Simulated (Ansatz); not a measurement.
# SnH₅O radical: a barrier at many levels of theory

Aim: the barrier and energy of one elementary step (H1–O3 formed, Sn2–H5 formed, H1–H5 broken, Sn2–O3 broken) from LDA up to coupled cluster, on fixed structures, to see where each rung fails.

Program: Ansatz 0.2.0, Gaussian basis. Level of theory: single points in def2-TZVPP on PBE0-D4/def2-TZVP structures. These are calculated values, not measurements.

Levels: SPW92, PBE-D4, BLYP-D4, r2SCAN-D4, B97M-V, PBE0-D4, B3LYP-D4, r2SCAN0-D4, BHLYP-D4, CAM-B3LYP-D4, wB97X-V, wB97M-V, B2PLYP, PBE-QIDH, RPA on PBE, Hartree-Fock, MP2, CCSD, CCSD(T). The reference is CCSD(T) at the basis limit, from triple and quadruple zeta. Zero-point energies come from PBE0-D4 vibrations.

Cores are frozen in the correlated methods. Filled d shells of the heavier atoms are correlated. Core potentials replace the inner electrons past krypton, and spin-orbit coupling is left out. Orbitals are unrestricted. B3LYP uses VWN-RPA correlation. B2PLYP carries no dispersion term here.

81 further runs of the same task are left out: 1 that didn't finish, 80 set aside as unsound or not needed.

**1. The three structures**

Charge 0, multiplicity 2. The folders r, ts and p hold the start, the saddle and the end; their coordinates stand in the first inputs.

| pair | r (Å) | ts (Å) | p (Å) |
| --- | --- | --- | --- |
| H1–O3 | 2.497 | 1.259 | 0.961 |
| Sn2–H5 | 4.539 | 2.156 | 1.720 |
| H1–H5 | 0.749 | 1.004 | 2.821 |
| Sn2–O3 | 1.978 | 2.153 | 3.040 |

**2. SPW92/def2-TZVPP**

Input file r/in.yaml:

```yaml
crystal:
  periodic: [false, false, false]
  atoms:
    - {symbol: H, position_ang: [-1.044546, 0.694187, -1.817399]}
    - {symbol: Sn, position_ang: [1.140046, -0.318228, 1.222361]}
    - {symbol: O, position_ang: [-0.475390, 0.647689, 0.613451]}
    - {symbol: H, position_ang: [0.656336, -1.954859, 1.529279]}
    - {symbol: H, position_ang: [-1.191387, 0.649244, -2.550214]}
    - {symbol: H, position_ang: [2.162235, -0.200132, -0.157798]}
    - {symbol: H, position_ang: [-1.247194, 0.482098, 1.160320]}
basis:
  gaussian: {orbitals: def2-TZVPP}
magnetization: {spin_polarized: true, initial_magnetization: 1}
hamiltonian: {xc: lda}
```

Input file ts/in.yaml:

```yaml
crystal:
  periodic: [false, false, false]
  atoms:
    - {symbol: H, position_ang: [-0.875295, 0.568775, -0.831592]}
    - {symbol: Sn, position_ang: [1.055921, 0.185286, 0.102981]}
    - {symbol: O, position_ang: [-0.878094, -0.614673, -0.402793]}
    - {symbol: H, position_ang: [0.697073, 0.682428, 1.722415]}
    - {symbol: H, position_ang: [-0.326893, 1.383915, -1.037814]}
    - {symbol: H, position_ang: [1.814927, -1.382735, 0.133120]}
    - {symbol: H, position_ang: [-1.487539, -0.822996, 0.313683]}
basis:
  gaussian: {orbitals: def2-TZVPP}
magnetization: {spin_polarized: true, initial_magnetization: 1}
hamiltonian: {xc: lda}
```

Input file p/in.yaml:

```yaml
crystal:
  periodic: [false, false, false]
  atoms:
    - {symbol: H, position_ang: [-1.625173, -0.150038, -0.946914]}
    - {symbol: Sn, position_ang: [1.478458, 0.555559, 0.268972]}
    - {symbol: O, position_ang: [-1.205523, -0.744327, -0.319083]}
    - {symbol: H, position_ang: [0.539263, 0.562216, 1.709661]}
    - {symbol: H, position_ang: [0.690084, 1.461063, -0.962295]}
    - {symbol: H, position_ang: [1.824682, -1.040068, -0.248126]}
    - {symbol: H, position_ang: [-1.701692, -0.644404, 0.497787]}
basis:
  gaussian: {orbitals: def2-TZVPP}
magnetization: {spin_polarized: true, initial_magnetization: 1}
hamiltonian: {xc: lda}
```

One command serves all of them, each in its own folder.

Launch:

```console
> ansatz run in.yaml --threads 4 --pin off --events-out ev --progress --plain --max-ram 9574MiB
```

Further steps of the session: PBE-D4/def2-TZVPP; BLYP-D4/def2-TZVPP; r2SCAN-D4/def2-TZVPP; B97M-V/def2-TZVPP; PBE0-D4/def2-TZVPP; B3LYP-D4/def2-TZVPP; r2SCAN0-D4/def2-TZVPP; BHLYP-D4/def2-TZVPP; CAM-B3LYP-D4/def2-TZVPP; wB97X-V/def2-TZVPP; wB97M-V/def2-TZVPP; B2PLYP/def2-TZVPP; PBE-QIDH/def2-TZVPP; RPA on PBE/def2-TZVPP; CCSD(T)/def2-TZVPP; MP2/def2-QZVPP; SPW92/def2-SVP; PBE-D4/def2-SVP; PBE0-D4/def2-SVP; wB97M-V/def2-SVP; CCSD(T)/def2-SVP; Vibrations of the start structure; Vibrations of the end structure.

Q: Predict the outcome of this session. Wanted: barrier, CCSD(T)/CBS; reverse barrier, CCSD(T)/CBS; step energy, CCSD(T)/CBS; barrier with zero-point energy; step energy with zero-point energy; imaginary mode at the saddle; largest T1 diagnostic.

**Answer**, as computed:

| quantity | value |
| --- | --- |
| barrier, CCSD(T)/CBS | 31.3 kcal/mol |
| reverse barrier, CCSD(T)/CBS | 32.1 kcal/mol |
| step energy, CCSD(T)/CBS | -0.8 kcal/mol |
| barrier with zero-point energy | 31.5 kcal/mol |
| step energy with zero-point energy | +2.0 kcal/mol |
| imaginary mode at the saddle | 1341i cm⁻¹ |
| largest T1 diagnostic | 0.018 |

In words: B2PLYP is the best functional here (-0.3 kcal/mol from CCSD(T)/CBS); SPW92 is the worst (-16.7 kcal/mol). By rung, the mean size of the error is: LDA 16.7, GGA 6.2, meta-GGA 5.0, hybrid 3.0, range-separated hybrid 1.6, double hybrid 0.8 kcal/mol. PBE-D4 gives a barrier 7.9 kcal/mol too low, outside chemical accuracy (1 kcal/mol). Every functional without exact exchange puts the barrier too low, the usual mark of self-interaction error, which favours the spread-out density of a saddle. The barrier rises with the share of exact exchange, from BLYP-D4 through B3LYP-D4 to BHLYP-D4 (-4.4, -2.7, +0.7 kcal/mol). Hartree-Fock, with no correlation, is off by +11.3 kcal/mol. Zero-point motion raises the barrier by 0.2 kcal/mol.
